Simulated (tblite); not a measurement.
# C6H13NOSi: the cost of one run

Computed with tblite 0.8.0 and PySCF 2.14.0, with density-fitted response routines of our own, on a single molecule in the gas phase. Atoms count from 0, in the outputs and in this text.

### 1 The molecule as given

22 atoms, charge 0, multiplicity 1; geometry from: force field or distance geometry start.

Bonds of the start (Å): C0–C1 1.52, C1–O2 1.23, C1–C3 1.48, C3–C4 1.54, C4–C5 1.50, C5–Si6 1.87, C5–C7 1.50, C7–N8 1.42, C5–C3 1.49, C0–H9 1.10, C0–H10 1.10, C0–H11 1.08, C3–H12 1.09, C4–H13 1.08, C4–H14 1.11, Si6–H15 1.50, Si6–H16 1.48, Si6–H17 1.45, C7–H18 1.12, C7–H19 1.12, N8–H20 1.06, N8–H21 1.07.

### 2 Geometry optimisation with GFN2-xTB

What the job is given:

```
{"job": {"kind": "relax", "xc": "GFN2-xTB", "basis": "xTB"}, "charge": 0, "multiplicity": 1}
C      3.224000    -0.001000    -0.174900
C      1.856400    -0.378800     0.360900
O      1.822400    -1.308000     1.165800
C      0.680800     0.392100    -0.102700
C     -0.227400     0.731700     1.095000
C     -0.710100    -0.147600    -0.019300
Si    -0.971400    -1.973300     0.268400
C     -1.795800     0.430900    -0.880700
N     -2.053500     1.816100    -0.690700
H      3.085900     0.357400    -1.207900
H      3.685400     0.811200     0.411400
H      3.900400    -0.847600    -0.187700
H      0.939600     1.182600    -0.804600
H     -0.017600     0.292400     2.061500
H     -0.452600     1.822100     1.106200
H     -2.434400    -2.123700     0.544100
H     -0.749900    -2.656600    -1.025300
H     -0.176900    -2.523200     1.353900
H     -2.720900    -0.129800    -0.602100
H     -1.597400     0.165900    -1.945500
H     -2.475500     2.022700     0.255200
H     -2.821600     2.084000    -1.382700
```

On the command line:

```console
> OMP_NUM_THREADS=1 python probes_run.py task.json out
```

One launch serves the whole session: the jobs run in the order shown.

Q: Estimate the wall time and peak memory of this first job on 1 thread of Arm Neoverse N1, shared host.

About 2 s, with a peak of 0.18 GiB.
